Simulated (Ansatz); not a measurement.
# C₈H₁₀O₂S: up Jacob's ladder to CCSD(T)

An exercise on one series of results from a longer session: the logs are not shown, and one member is left open.

Method: functionals in def2-TZVPP, the program's frozen cores in correlated methods; program: Ansatz 0.2.0, Gaussian basis.

The runs, in order: LDA (SPW92), PBE-D4, revPBE-D4, BLYP-D4, r2SCAN-D4, B97M-V, PBE0-D4, B3LYP-D4, r2SCANh-D4, r2SCAN0-D4, HSE06-D4, BHLYP-D4, CAM-B3LYP-D4, LC-ωPBE, ωB97X-V, ωB97M-V, B2PLYP, PBE-QIDH; CCSD(T)/def2-SVP; CCSD(T)/def2-TZVPP; MP2/def2-QZVPP; extrapolation to the limit; RPA on PBE.

## The relaxed structure

All runs share one geometry, relaxed beforehand with PBE0-D4 in a triple-zeta def2 set.

SMILES `CS(=O)(=O)Cc1ccccc1`, 21 atoms, charge 0, spin multiplicity 1.

Atoms are counted from 1 here; the program's logs count them from 0.

Bond lengths: C1–S2 1.769 Å, C1–H12 1.089 Å, C1–H13 1.090 Å, C1–H14 1.089 Å, S2–O3 1.438 Å, S2–O4 1.438 Å, S2–C5 1.795 Å, C5–C6 1.493 Å, C5–H15 1.091 Å, C5–H16 1.094 Å, C6–C7 1.391 Å, C6–C11 1.392 Å, C7–C8 1.386 Å, C7–H17 1.085 Å, C8–C9 1.386 Å, C8–H18 1.084 Å, C9–C10 1.388 Å, C9–H19 1.084 Å and more. Angles: S2–C1–H12 109.5°, S2–C1–H13 105.4°, S2–C1–H14 109.5°, H12–C1–H13 110.5°, H12–C1–H14 111.6°, H13–C1–H14 110.2°, C1–S2–O3 107.9°, C1–S2–O4 108.4°, C1–S2–C5 104.2°, O3–S2–O4 119.9°, O3–S2–C5 108.2°, O4–S2–C5 107.1°, S2–C5–C6 114.1°, S2–C5–H15 106.2°, S2–C5–H16 102.2°, C6–C5–H15 112.4°, C6–C5–H16 112.8°, H15–C5–H16 108.3° and more.

Coordinates:

```csv
atom,x (Å),y (Å),z (Å)
C1,0.70096,-1.98356,-1.40408
S2,0.61450,-0.44119,-2.26540
O3,1.85585,0.25359,-2.05450
O4,0.15316,-0.69271,-3.60352
C5,-0.68566,0.46362,-1.42141
C6,-0.47762,0.60040,0.05111
C7,-1.27092,-0.12170,0.93691
C8,-1.07278,-0.02215,2.30538
C9,-0.07406,0.80116,2.80177
C10,0.72105,1.52516,1.92437
C11,0.52167,1.42731,0.55742
H12,0.96194,-1.80338,-0.36274
H13,1.48822,-2.54964,-1.90262
H14,-0.25123,-2.50460,-1.49419
H15,-1.61894,-0.04617,-1.66436
H16,-0.67403,1.42535,-1.94201
H17,-2.05605,-0.76404,0.55071
H18,-1.70136,-0.58705,2.98403
H19,0.08365,0.88092,3.87108
H20,1.50279,2.17089,2.30724
H21,1.15457,1.97839,-0.12789
```

The first run:

Contents of in.yaml:

```yaml
crystal:
  periodic: [false, false, false]
  atoms:
    - {symbol: C, position_ang: [0.700957, -1.983558, -1.404076]}
    - {symbol: S, position_ang: [0.614502, -0.441189, -2.265396]}
    - {symbol: O, position_ang: [1.855846, 0.253593, -2.054496]}
    - {symbol: O, position_ang: [0.153155, -0.692707, -3.603523]}
    - {symbol: C, position_ang: [-0.685658, 0.463618, -1.421408]}
    - {symbol: C, position_ang: [-0.477617, 0.600398, 0.051111]}
    - {symbol: C, position_ang: [-1.270924, -0.121704, 0.936908]}
    - {symbol: C, position_ang: [-1.072780, -0.022147, 2.305377]}
    - {symbol: C, position_ang: [-0.074062, 0.801164, 2.801765]}
    - {symbol: C, position_ang: [0.721045, 1.525160, 1.924365]}
    - {symbol: C, position_ang: [0.521674, 1.427309, 0.557423]}
    - {symbol: H, position_ang: [0.961941, -1.803384, -0.362738]}
    - {symbol: H, position_ang: [1.488218, -2.549636, -1.902623]}
    - {symbol: H, position_ang: [-0.251227, -2.504598, -1.494189]}
    - {symbol: H, position_ang: [-1.618941, -0.046173, -1.664355]}
    - {symbol: H, position_ang: [-0.674026, 1.425351, -1.942013]}
    - {symbol: H, position_ang: [-2.056046, -0.764044, 0.550714]}
    - {symbol: H, position_ang: [-1.701363, -0.587053, 2.984029]}
    - {symbol: H, position_ang: [0.083647, 0.880923, 3.871077]}
    - {symbol: H, position_ang: [1.502792, 2.170888, 2.307240]}
    - {symbol: H, position_ang: [1.154566, 1.978388, -0.127892]}
basis:
  gaussian: {orbitals: def2-TZVPP}
hamiltonian: {xc: lda}
output: {orbitals: {seedname: orbitals}}
```

Run with:

```
$ ansatz run in.yaml --threads 4 --pin off --events-out ev --progress --plain --max-ram 66560MiB --backend cuda --devices 0, --max-vram 37GiB
```

Steps of the session up to this table: LDA; PBE-D4 (GGA); revPBE-D4 (GGA); BLYP-D4 (GGA); r2SCAN-D4 (meta-GGA); B97M-V (meta-GGA); PBE0-D4 (hybrid); B3LYP-D4 (hybrid); r2SCANh-D4 (hybrid); r2SCAN0-D4 (hybrid); HSE06-D4 (hybrid); BHLYP-D4 (hybrid); CAM-B3LYP-D4 (range-separated); LC-ωPBE (range-separated); ωB97X-V (range-separated); ωB97M-V (range-separated); B2PLYP (double hybrid); PBE-QIDH (double hybrid).

One of the session's tables, all rows but one given; the rest of the session is left out.

It belongs to the step «Frontier levels by functional». 

```
  functional  HOMO (eV)  gap (eV)
 LDA (SPW92)          ?         ?
      PBE-D4      -6.36      4.70
   revPBE-D4      -6.28      4.72
     BLYP-D4      -6.20      4.70
   r2SCAN-D4      -6.56      5.07
      B97M-V      -6.56      5.15
     PBE0-D4      -7.42      6.63
    B3LYP-D4      -7.21      6.24
  r2SCANh-D4      -6.96      5.79
  r2SCAN0-D4      -7.56      6.86
    HSE06-D4      -7.03      5.87
    BHLYP-D4      -8.28      8.49
CAM-B3LYP-D4      -8.65      8.92
     LC-ωPBE      -9.91     11.19
     ωB97X-V      -9.57     10.84
     ωB97M-V      -9.50     10.68
```

Estimate the missing values for LDA (SPW92).

**Answer.** HOMO (eV): -6.57; gap (eV): 4.66. In the column «HOMO (eV)» it lies between r2SCANh-D4 (-6.96) and r2SCAN-D4 (-6.56).
